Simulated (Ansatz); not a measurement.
**GaP (quintet): wave-function methods side by side, aug-cc-pVTZ**

How much of the correlation energy of GaP (quintet) does each wave-function method recover here?

Program: Ansatz 0.2.0, Gaussian basis. Level of theory: aug-cc-pVTZ, core rule «outside noble gas», up to 19 orbitals frozen. These are calculated values, not measurements.

To be run: UHF; CCSD(T) on ROHF; CCSD(T) on UHF; BCCD(T) on ROHF; CCSDT(Q) on ROHF; CCSDT(Q) on UHF.

11 further runs of the same task are left out: 6 for a known fault of the program, 5 set aside as unsound or not needed. Runs told in other sessions of the task aren't counted.

## (1) What is computed

The geometry is a PBE0/def2-TZVPD stationary point (not a proven minimum) of the parent state, kept for this charge and spin. No spin-orbit coupling is included. The filled d shell of Ga may be among the frozen orbitals whatever the setting's name suggests.

2 atoms, charge 0, spin multiplicity 5.

Atoms are counted from 1 here; the program's logs count them from 0.

Bond lengths: P1–Ga2 2.354 Å.

## (2) UHF

in.yaml

```yaml
crystal:
  periodic: [false, false, false]
  atoms:
    - {symbol: P, position_ang: [0.000000, 0.000000, 0.000000]}
    - {symbol: Ga, position_ang: [0.000000, 0.000000, 2.354100]}
basis:
  gaussian: {orbitals: aug-cc-pVTZ}
magnetization: {spin_polarized: true, initial_magnetization: 4}
hamiltonian: {xc: hf}
output: {orbitals: {seedname: orbitals}}
```

The run is started by

```
$ ansatz run in.yaml --threads 1 --pin off --events-out ev --progress --plain --max-ram 4096MiB --backend cpu
```

The runs that follow: CCSD(T) on ROHF; CCSD(T) on UHF; BCCD(T) on ROHF; CCSDT(Q) on ROHF; CCSDT(Q) on UHF.

**Question.** What will the summary of the whole plan be? Wanted: UCCSDT(Q) from the RHF energy; RMP2 from UCCSDT(Q); UMP2 from UCCSDT(Q); RCCSD from UCCSDT(Q); RCCSD(T) from UCCSDT(Q); UCCSD(T) from UCCSDT(Q); RCCSDT(Q) from UCCSDT(Q); T1 diagnostic.

As calculated:

| quantity | value |
| --- | --- |
| UCCSDT(Q) from the ROHF energy | -4.7983 eV |
| RMP2 from UCCSDT(Q) | +22.82 kcal/mol |
| UMP2 from UCCSDT(Q) | +23.49 kcal/mol |
| RCCSD from UCCSDT(Q) | +6.72 kcal/mol |
| RCCSD(T) from UCCSDT(Q) | +1.46 kcal/mol |
| UCCSD(T) from UCCSDT(Q) | +1.18 kcal/mol |
| RCCSDT(Q) from UCCSDT(Q) | +0.33 kcal/mol |
| levels within 1 kcal/mol (43 meV) | RCCSDT, UCCSDT, RCCSDT(Q) |
| T1 diagnostic | 0.033 |

RCCSD(T) misses by +1.46 kcal/mol, 1.3 % of the correlation energy. These misses are within one basis, not against nature; the frozen cores of restricted and unrestricted runs differ, which can shift their rows.
